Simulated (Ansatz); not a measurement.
# CH4Cl2NV: the cost of one run

Computed with Ansatz 0.2.0, Gaussian basis. Level: the settings change from run to run.

## (1) The molecule

The geometry comes from an earlier relaxation with PBE0-D4 in a triple-zeta def2 set; it is a stationary point, not always the lowest conformer.

SMILES `[CH3][V](=[NH])([Cl])[Cl]`, 9 atoms, charge 0, spin multiplicity 1.

Atoms are counted from 1 here; the program's logs count them from 0.

Bond lengths: C1–V2 1.993 Å, C1–H6 1.091 Å, C1–H7 1.094 Å, C1–H8 1.091 Å, V2–N3 1.594 Å, V2–Cl4 2.152 Å, V2–Cl5 2.152 Å, N3–H9 1.012 Å. Angles: V2–C1–H6 109.2°, V2–C1–H7 105.6°, V2–C1–H8 109.2°, H6–C1–H7 111.2°, H6–C1–H8 110.3°, H7–C1–H8 111.2°, C1–V2–N3 101.5°, C1–V2–Cl4 107.3°, C1–V2–Cl5 107.3°, N3–V2–Cl4 110.7°, N3–V2–Cl5 110.7°, Cl4–V2–Cl5 117.9°, V2–N3–H9 173.7°.

As a file:

```xyz
9

C    -1.2327   -0.0873   -0.2764
V     0.7466    0.1377   -0.2227
N     1.0586   -0.1587    1.3122
Cl    1.5976   -1.3862   -1.4812
Cl    1.1697    2.1922   -0.7030
H    -1.4870   -1.1053    0.0225
H    -1.5217    0.1040   -1.3143
H    -1.6950    0.6325    0.4007
H     1.3639   -0.3288    2.2623
```

## (2) BHLYP/def2-TZVPD

Set apart from the defaults: D3(BJ) with three-body dispersion.

File in.yaml:

```yaml
crystal:
  periodic: [false, false, false]
  atoms:
    - {symbol: C, position_ang: [-1.232680, -0.087312, -0.276446]}
    - {symbol: V, position_ang: [0.746628, 0.137727, -0.222721]}
    - {symbol: N, position_ang: [1.058552, -0.158705, 1.312153]}
    - {symbol: Cl, position_ang: [1.597609, -1.386234, -1.481177]}
    - {symbol: Cl, position_ang: [1.169652, 2.192170, -0.702975]}
    - {symbol: H, position_ang: [-1.487041, -1.105311, 0.022485]}
    - {symbol: H, position_ang: [-1.521657, 0.103998, -1.314307]}
    - {symbol: H, position_ang: [-1.694956, 0.632478, 0.400729]}
    - {symbol: H, position_ang: [1.363884, -0.328801, 2.262270]}
basis:
  gaussian: {orbitals: def2-TZVPD}
hamiltonian: {xc: {name: BHLYP}, dispersion: d3bjatm}
output: {forces: true}
```

Started as:

```sh
ansatz run in.yaml --threads 4 --pin off --events-out ev --progress --plain --max-ram 10444MiB
```

What time and memory should one allow on 4 threads of Arm Neoverse V2, shared host?

About 7 s, with a peak of 0.97 GiB.
